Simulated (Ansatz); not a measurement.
# MoI (F-43m) in Ansatz: a series of runs

The runs below take MoI through band structure, with revPBE, BLYP, r2SCAN.

All numbers are computed with Ansatz 0.2.0; they aren't measurements. Logs are shortened: lines on timing, memory, paths and dates and some standing lists are left out, and cuts for length are marked.

### Step 1. Starting point

Symmetry: F-43m, No. 216, cubic system. The conventional cell has a = 6.358 Å, b = 6.358 Å, c = 6.358 Å, α = 90.00°, β = 90.00°, γ = 90.00°. Mo (site symmetry -43m) is surrounded by 4 I at 2.75 Å. Around I (site symmetry -43m) lie 4 Mo at 2.75 Å.

The cell was built by a generator and needn't be a form met in nature.

### Step 2. Band structure, revPBE

The input, input.yaml:

```yaml
crystal:
  lattice:
    - [0.0, 3.17885138, 3.17885138]
    - [3.17885138, 0.0, 3.17885138]
    - [3.17885138, 3.17885138, 0.0]
  atoms:
    - { symbol: Mo, position: [0.0, 0.0, 0.0] }
    - { symbol: I, position: [0.75, 0.75, 0.75] }
hamiltonian:
  xc: revpbe
  pseudopotentials: { kind: paw }
kpoints:
  mp_grid: { grid: [7, 7, 7] }
  band_path:
    path:
      - [[0.0, 0.0, 0.0], [0.5, 0.0, 0.5], [0.5, 0.25, 0.75], [0.375, 0.375, 0.75], [0.0, 0.0, 0.0], [0.5, 0.5, 0.5], [0.625, 0.25, 0.625], [0.5, 0.25, 0.75], [0.5, 0.5, 0.5], [0.375, 0.375, 0.75]]
      - [[0.625, 0.25, 0.625], [0.5, 0.0, 0.5]]
    npoints: 14
scf:
  occupations: { method: fermi_dirac, width: 0.05 }
  n_extra_bands: 6
output:
  forces: true
  stress: true
  eigenvalues: true
  fatbands: false
  write_density: true
  write_potential: true
  elf: true
  volumetric_format: npy
```

Potentials or basis: Ansatz PAW.

Launch:

```sh
$ ansatz run input.yaml --threads 2 --pin off --max-ram 5632MiB --backend cpu --events-out ev --progress --plain --runs-dir out
```

Output:

```text
Warning: RAYON_NUM_THREADS=2 ignored (pool sized by the plan → 2); use --threads N
scf.n_extra_bands = 6 over 16 filled bands (N_el = 31.0): the run solves 22 bands
Engine: ansatz 0.2.0, aarch64-unknown-linux-gnu
Pseudopotentials: kind: paw
Pseudopotential: Mo, paw, valence charge 14, recommended cutoff 420 eV (normal), Mo.paw.azcp
Pseudopotential: I, paw, valence charge 17, recommended cutoff 420 eV (normal), I.paw.azcp
Functional definition: revPBE
  parameter kappa = 1.245
  parameter beta = 0.06672455060314922
  exchange = pbe_x(kappa = kappa, mu = beta*pi^2/3)
  correlation = pbe_c(beta = beta)
Crystal: 2 atoms, lattice volume = 64.245 Å³
Basis set: ecut = 420 eV, 1243 PW (Γ), exchange–correlation on 64×64×64 points (8 copies of the dense FFT grid, shifted against one another)
Bands: 22, of which v1, the nominal top of the filled ones, is band 16 counted from 1 (15 counted from 0)
Symmetry: 24 space group operations
Space group: F-43m (ITA 216), of the structure as read, at distance tolerance 4.0e-5 Å
k-points: 20 of 343 (time reversal used)
Non-local potential: Mo, projectors of the file, l = 0: 3, l = 1: 2, l = 2: 2, l = 3: 1
Non-local potential: I, projectors of the file, l = 0: 2, l = 1: 2, l = 2: 2, l = 3: 2
PAW form: soft (Blöchl's): semilocal exchange-correlation on the pseudo side does not see the compensation charge
PAW frozen core: Mo, regenerated for the run's functional, and the local potential with it (the file was generated under x = pbe(κ = 0.804, μ = 0.2195149727645171), c = pbe(β = 0.06672455060314922))
PAW frozen core: I, regenerated for the run's functional, and the local potential with it (the file was generated under x = pbe(κ = 0.804, μ = 0.2195149727645171), c = pbe(β = 0.06672455060314922))
PAW one-centre angular grid: Mo, 590 points (default); XC on 64 Gauss nodes
PAW one-centre angular grid: I, 590 points (default); XC on 64 Gauss nodes
Initial density: superposition of atomic densities (neutral atoms: chi_scale 0, normalization atom), corrected by the library's trained network
Initial wavefunctions: pseudopotential atomic-orbital guess
Functional: x = revpbe(κ = 1.245, μ = 0.2195149727645171), c = pbe(β = 0.06672455060314922)
SCF iter   1: F=—  HF=-12477.379671 eV  |F-HF|=—  |Δ(HF+E_count)|=         —  Δρ=7.60e-3  dr2=1.58e-2  ethr=1.77e-3  ⟨swp⟩=6.7  Hψ=2353  notcnv=0
preconditioner: auto → LDOS  [metal: Δε(μ)=0.024 eV  Ē_g=8.451 eV  σ=0.050 eV  W_gap=0.12  n_scr=14 (ndim 8)  ℏωp=16.7 eV  f_vac=0.048  D(μ)=4.73/eV (n_scr^D=58)  β→1.0]
SCF iter   2: F=—  HF=-12477.379866 eV  |F-HF|=—  |Δ(HF+E_count)|=   1.95e-4  Δρ=1.29e-3  dr2=1.82e-3  ethr=5.11e-5  ⟨swp⟩=2.0  Hψ=844  notcnv=0  defer=13
SCF iter   3: F=—  HF=-12477.379840 eV  |F-HF|=—  |Δ(HF+E_count)|=   2.61e-5  Δρ=4.69e-4  dr2=2.33e-4  ethr=5.87e-6  ⟨swp⟩=2.6  Hψ=575  notcnv=0  defer=13
SCF iter   4: F=—  HF=-12477.379854 eV  |F-HF|=—  |Δ(HF+E_count)|=   1.46e-5  Δρ=2.05e-4  dr2=3.76e-5  ethr=7.51e-7  ⟨swp⟩=3.0  Hψ=750  notcnv=0  defer=13
SCF iter   5: F=—  HF=-12477.379843 eV  |F-HF|=—  |Δ(HF+E_count)|=   1.11e-5  Δρ=4.27e-5  dr2=1.37e-6  ethr=1.21e-7  ⟨swp⟩=2.0  Hψ=714  notcnv=0  defer=13
SCF iter   6: F=—  HF=-12477.379844 eV  |F-HF|=—  |Δ(HF+E_count)|=   1.09e-6  Δρ=1.36e-5  dr2=1.06e-7  ethr=4.42e-9  ⟨swp⟩=2.0  Hψ=721  notcnv=0  defer=13
SCF iter   7: F=-12477.379844 eV  HF=-12477.379844 eV  |F-HF|=2.06e-9  |Δ(HF+E_count)|=   8.51e-8  Δρ=2.33e-6  dr2=2.53e-9  ethr=3.23e-10  ⟨swp⟩=12.4  Hψ=3040  notcnv=0
SCF 1 converged in 7 iterations: F = -12477.379844 eV  dr2 = 2.53e-9
NSCF: frozen V_eff on 142 k-points
SCF converged after 7 iterations
Free energy (F): -12477.379844 eV
Harris-Foulkes:  -12477.379844 eV  (|F-HF|=2.06e-9)
Internal energy: -12477.341906 eV  (E = F + TS)
E sigma→0 (E₀):  -12477.360875 eV
Entropy (-TS):   -0.037938 eV (-18.969 meV/atom)
Fermi energy:    9.519692 eV
--- Per-component energies (eV) ---
  E_band       = -566.616564
  E_kinetic    = 628.180914
  E_local      = -3407.799522  (includes V_loc(G=0)·N_el)
  E_nonlocal   = 55.876885
  E_hartree    = 1536.158881
  E_xc         = -307.806481
  E_vxc        = -352.212680  (∫ρ·V_xc dr)
  E_paw        = -8031.363801  (= ΣΔE_a)
  E_vpaw       = -562.978140  (= ΣTr[D̂ρ^β])
  E_aug_tail   = 0.000030  (compensation charges beyond the density's cutoff)
  E_ewald      = -2950.479473
  E_core_change = -0.109340  (= ΣΔE_core)
  E_smearing   = -0.037938  (= −TS)
  E_closure    = 0.000000  (closes the sum)
  Σ components = -12477.379844   (vs F -12477.379844, Δ=0.00e0)
--- Forces (eV/Å), atoms counted from 1 ---
  atom   1  Mo     0.00000000    -0.00000000     0.00000000
  atom   2  I      0.00000000    -0.00000000     0.00000000
  max |Σ_I F_I| component: 5.55e-17 eV/Å
--- Stress (GPa, compression-positive) ---
       -6.242461      -0.000000       0.000000
       -0.000000      -6.242461      -0.000000
        0.000000      -0.000000      -6.242461
  P = ⅓ Tr σ = -6.2425 GPa (-62.425 kbar)
--- Band table (eV; the first three rows and the last of 20) ---
  k-point 0: bands = ["-51.0406", "-37.5213", "-37.5213", "-37.5213", "-37.5128", "-37.5128", "-25.1874", "-25.1874", "-25.1874", "-5.3445", "4.6135", "4.6135", "4.6135", "9.0761", "9.0761", "10.0552", "12.0123", "12.0123", "12.0123", "14.7747", "14.7747", "14.7747"]
  k-point 1: bands = ["-51.0406", "-37.5213", "-37.5213", "-37.5210", "-37.5128", "-37.5128", "-25.1906", "-25.1879", "-25.1879", "-5.2830", "4.3899", "4.6484", "4.6484", "9.0335", "9.0335", "10.5066", "11.5083", "11.8575", "11.8575", "14.4682", "14.9999", "14.9999"]
  k-point 2: bands = ["-51.0405", "-37.5211", "-37.5211", "-37.5204", "-37.5128", "-37.5128", "-25.1977", "-25.1890", "-25.1890", "-5.1411", "3.9929", "4.7211", "4.7211", "9.0414", "9.0414", "10.1505", "11.3683", "11.3683", "11.6949", "14.4930", "15.4893", "15.4893"]
  k-point 19: bands = ["-51.0403", "-37.5208", "-37.5207", "-37.5196", "-37.5129", "-37.5127", "-25.2030", "-25.1952", "-25.1927", "-4.9028", "4.0318", "4.2894", "4.9039", "8.4474", "8.9501", "9.4436", "10.0933", "10.6076", "14.3007", "14.6214", "15.6151", "16.5676"]
```

Run time: 6.8 s. Hardware: 2 threads of Arm Neoverse V1, shared host; peak memory 0.38 GiB.

What came out:

```
Free energy            : -12477.3798 eV
Pressure               : -6.2 GPa
Band gap on the k mesh : none (metal or under the smearing width)
```

Levels at the corners of the path, in eV from the Fermi level:
```csv
point,band 12,band 13,band 14,band 15,band 16,band 17,band 18,band 19,band 20,band 21
Γ,-4.91,-4.91,-0.44,-0.44,0.54,2.49,2.49,2.49,5.26,5.26
X,-4.58,-4.58,-1.01,-0.37,0.04,0.32,0.32,3.94,5.01,7.76
W,-5.32,-4.60,-1.11,-0.65,-0.05,0.51,1.12,5.09,5.28,5.78
K,-5.01,-4.62,-1.09,-0.29,-0.26,0.68,0.82,4.33,5.10,7.20
Γ,-4.91,-4.91,-0.44,-0.44,0.54,2.49,2.49,2.49,5.26,5.26
L,-4.74,-4.74,-0.27,-0.27,-0.23,1.19,1.19,2.53,6.21,6.31
U,-5.01,-4.62,-1.09,-0.29,-0.26,0.68,0.82,4.33,5.10,7.20
W,-5.32,-4.60,-1.11,-0.65,-0.05,0.51,1.12,5.09,5.28,5.78
L,-4.74,-4.74,-0.27,-0.27,-0.23,1.19,1.19,2.53,6.21,6.31
K,-5.01,-4.62,-1.09,-0.29,-0.26,0.68,0.82,4.33,5.10,7.20
U,-5.01,-4.62,-1.09,-0.29,-0.26,0.68,0.82,4.33,5.10,7.20
X,-4.58,-4.58,-1.01,-0.37,0.04,0.32,0.32,3.94,5.01,7.76
```

Caveat: spin-orbit coupling is left out, which moves the levels of the heavy elements; an odd number of electrons without spin polarisation forces a metal; a magnetic or distorted state may lie lower; the PAW data sets come from PBE, with cores solved anew for the run's functional, which leaves a small shift of forces and pressure.

### Step 3. Band structure, BLYP

Changes to input.yaml since step 2:

```diff
@@ -9,3 +9,3 @@
 hamiltonian:
-  xc: revpbe
+  xc: blyp
   pseudopotentials: { kind: paw }
```

Potentials or basis: Ansatz PAW.

Launch:

```sh
$ ansatz run input.yaml --threads 2 --pin off --max-ram 5632MiB --backend cpu --events-out ev --progress --plain --runs-dir out
```

Run time: 6.8 s. Hardware: 2 threads of Arm Neoverse V1, shared host; peak memory 0.38 GiB.

Results (log left out):

```yaml
Free_energy: -12497.0955 eV
Pressure: -3.4 GPa
Band_gap_on_the_k_mesh: none (metal or under the smearing width)
```

Levels at the corners of the path, in eV from the Fermi level:
| point | band 14 | band 15 | band 16 | band 17 | band 18 | band 19 |
| --- | --- | --- | --- | --- | --- | --- |
| Γ | -0.45 | -0.45 | 0.58 | 2.46 | 2.46 | 2.46 |
| X | -0.97 | -0.37 | 0.02 | 0.31 | 0.31 | 4.06 |
| W | -1.06 | -0.63 | -0.06 | 0.49 | 1.09 | 5.21 |
| K | -1.05 | -0.29 | -0.25 | 0.66 | 0.80 | 4.41 |
| Γ | -0.45 | -0.45 | 0.58 | 2.46 | 2.46 | 2.46 |
| L | -0.28 | -0.28 | -0.22 | 1.17 | 1.17 | 2.54 |
| U | -1.05 | -0.29 | -0.25 | 0.66 | 0.80 | 4.41 |
| W | -1.06 | -0.63 | -0.06 | 0.49 | 1.09 | 5.21 |
| L | -0.28 | -0.28 | -0.22 | 1.17 | 1.17 | 2.54 |
| K | -1.05 | -0.29 | -0.25 | 0.66 | 0.80 | 4.41 |
| U | -1.05 | -0.29 | -0.25 | 0.66 | 0.80 | 4.41 |
| X | -0.97 | -0.37 | 0.02 | 0.31 | 0.31 | 4.06 |

Caveat: spin-orbit coupling is left out, which moves the levels of the heavy elements; an odd number of electrons without spin polarisation forces a metal; a magnetic or distorted state may lie lower; the PAW data sets come from PBE, with cores solved anew for the run's functional, which leaves a small shift of forces and pressure.

### Step 4. Band structure, r2SCAN

Changes to input.yaml since step 3:

```diff
@@ -9,3 +9,3 @@
 hamiltonian:
-  xc: blyp
+  xc: r2scan
   pseudopotentials: { kind: paw }
@@ -26,5 +26 @@
   fatbands: false
-  write_density: true
-  write_potential: true
-  elf: true
-  volumetric_format: npy
```

Launch:

```sh
$ ansatz run input.yaml --threads 2 --pin off --max-ram 5632MiB --backend cpu --events-out ev --progress --plain --runs-dir out
```

It took 14 s on 2 threads of Arm Neoverse V1, shared host; peak memory 0.53 GiB.

It converged, with:

```yaml
Free_energy: -12492.5274 eV
Pressure: -8.1 GPa
Band_gap_on_the_k_mesh: none (metal or under the smearing width)
```

Levels at the corners of the path, in eV from the Fermi level:
```
point  band 13  band 14  band 15  band 16  band 17  band 18  band 19  band 20
    Γ    -5.19    -0.59    -0.59     0.77     2.72     2.72     2.72     5.49
    X    -4.89    -0.92    -0.46    -0.08     0.49     0.49     4.21     5.20
    W    -4.91    -1.01    -0.65    -0.16     0.71     1.19     5.32     5.62
    K    -4.92    -1.01    -0.34    -0.30     0.83     0.92     4.55     5.39
    Γ    -5.19    -0.59    -0.59     0.77     2.72     2.72     2.72     5.49
    L    -5.04    -0.38    -0.38    -0.08     1.35     1.35     2.75     6.54
    U    -4.92    -1.01    -0.34    -0.30     0.83     0.92     4.55     5.39
    W    -4.91    -1.01    -0.65    -0.16     0.71     1.19     5.32     5.62
    L    -5.04    -0.38    -0.38    -0.08     1.35     1.35     2.75     6.54
    K    -4.92    -1.01    -0.34    -0.30     0.83     0.92     4.55     5.39
    U    -4.92    -1.01    -0.34    -0.30     0.83     0.92     4.55     5.39
    X    -4.89    -0.92    -0.46    -0.08     0.49     0.49     4.21     5.20
```

Caveat: spin-orbit coupling is left out, which moves the levels of the heavy elements; an odd number of electrons without spin polarisation forces a metal; a magnetic or distorted state may lie lower; the PAW data sets come from PBE, with cores solved anew for the run's functional, which leaves a small shift of forces and pressure.

### Step 5. The runs side by side

```tsv
level	cutoff (eV)	gap on the mesh (eV)	pressure (GPa)
revPBE	420	none	-6.2
BLYP	420	none	-3.4
r2SCAN	500	none	-8.1
```

Alike in all rows: task band structure; potentials or basis Ansatz PAW; no spin polarisation; cell as given; k mesh 7 × 7 × 7; smearing fermi-dirac 0.05 eV.

Every run on the cell as given and a fine mesh finds a metal. The pressure there spans -8.1 GPa (r2SCAN) to -3.4 GPa (BLYP); a positive pressure means that this level wants a larger cell, a negative one a smaller.

Caveats: spin-orbit coupling is left out, which moves the levels of the heavy elements; an odd number of electrons without spin polarisation forces a metal; a magnetic or distorted state may lie lower; the PAW data sets come from PBE, with cores solved anew for the run's functional, which leaves a small shift of forces and pressure.

Total energies depend on the potentials used, so only differences within one code and one set of settings carry meaning.
